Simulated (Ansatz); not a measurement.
# BAs: the cost of one run

Program: Ansatz 0.2.0. Level of theory: DFT LDA, scalar-relativistic, plane waves, PAW. These are calculated values, not measurements.

1 further run of the same task is left out (set aside as unsound or not needed).

## Step 1: The starting structure

The structure is cubic, space group F-43m (No. 216). The conventional cell has a = 4.732 Å, b = 4.732 Å, c = 4.732 Å, α = 90.00°, β = 90.00°, γ = 90.00°. Around B (site symmetry -43m) lie 4 As at 2.05 Å. As (site symmetry -43m) has 4 B at 2.05 Å as nearest neighbours.

As a file:

```xyz
2
Lattice="0.0000 2.3660 2.3660 2.3660 0.0000 2.3660 2.3660 2.3660 0.0000" Properties=species:S:1:pos:R:3 pbc="T T T"
B     0.0000    0.0000    0.0000
As    3.5491    3.5491    3.5491
```

This cell was relaxed beforehand with the same method: volume 13.25 Å³/atom, gap on the mesh 1.10 eV.

## Step 2: The cell under 40 GPa

At a set pressure the run lowers the enthalpy E + PV, so the energy alone may rise along the way.

Contents of input.yaml:

```yaml
crystal:
  lattice:
    - [0.0, 2.3660397158, 2.3660397158]
    - [2.3660397158, 0.0, 2.3660397158]
    - [2.3660397158, 2.3660397158, 0.0]
  atoms:
    - { symbol: B, position: [0.0, 0.0, 0.0] }
    - { symbol: As, position: [0.75, 0.75, 0.75] }
basis:
  ecutwfc: 420
kpoints:
  mp_grid: { grid: [10, 10, 10] }
hamiltonian:
  xc: lda
scf:
  occupations: { method: fixed }
output:
  forces: true
  stress: true
  eigenvalues: true
relax:
  adjacent_minimum: "off"
  f_tol: 0.001
  max_steps: 60
  cell: { stress_tol: 0.02, p_target: 40.0 }
```

On the command line:

```bash
$ ansatz run input.yaml --threads 1 --pin off --max-ram 3072MiB --backend cpu --events-out ev --progress --plain --runs-dir out
```

Q: Estimate wall time and peak memory on 1 thread of AMD EPYC 9R45 (Zen 5), shared host.

About 4.6 s, with a peak of 0.36 GiB.
